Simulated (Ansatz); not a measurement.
# Na3SI: the cost of one run

Computed with Ansatz 0.2.0 (DFT PBE, scalar-relativistic, plane waves, PAW, unless a step's input says otherwise).

## 1. The starting structure

The structure is cubic, space group Pm-3m (No. 221). The conventional cell has a = 5.720 Å, b = 5.720 Å, c = 5.720 Å, α = 90.00°, β = 90.00°, γ = 90.00°. I (site symmetry m-3m) has 12 Na at 4.04 Å as nearest neighbours. S (site symmetry m-3m) has 6 Na at 2.86 Å as nearest neighbours. Na (site symmetry 4/mmm) has 2 S at 2.86 Å and 4 I at 4.04 Å and 8 Na at 4.04 Å as nearest neighbours.

Structure file:

```xyz
5
Lattice="5.7200 0.0000 0.0000 0.0000 5.7200 0.0000 0.0000 0.0000 5.7200" Properties=species:S:1:pos:R:3 pbc="T T T"
I     0.0000    0.0000    0.0000
S     2.8600    2.8600    2.8600
Na    2.8600    2.8600    0.0000
Na    2.8600    0.0000    2.8600
Na    0.0000    2.8600    2.8600
```

This is a trial structure built by rule; it need not be a known or stable form of this composition.

This is a trial structure, the antiperovskite prototype, and another one may lie lower.

## 2. Seeking zero pressure, try 1

input.yaml

```yaml
crystal:
  lattice:
    - [5.72, 0.0, 0.0]
    - [0.0, 5.72, 0.0]
    - [0.0, 0.0, 5.72]
  atoms:
    - { symbol: I, position: [0.0, 0.0, 0.0] }
    - { symbol: S, position: [0.5, 0.5, 0.5] }
    - { symbol: Na, position: [0.5, 0.5, 0.0] }
    - { symbol: Na, position: [0.5, 0.0, 0.5] }
    - { symbol: Na, position: [0.0, 0.5, 0.5] }
basis:
  ecutwfc: 420
kpoints:
  mp_grid: { grid: [4, 4, 4] }
hamiltonian:
  xc: pbe
scf:
  occupations: { method: gaussian, width: 0.05 }
output:
  forces: true
  stress: true
  eigenvalues: true
```

On the command line:

```sh
> ansatz run input.yaml --threads 1 --pin off --max-ram 1228MiB --backend cpu --events-out ev --progress --plain --runs-dir out
```

**Question.** How long does this run take on 1 thread of an Arm CPU, shared host, and how much memory does it need?

About 6.7 s, with a peak of 0.39 GiB.
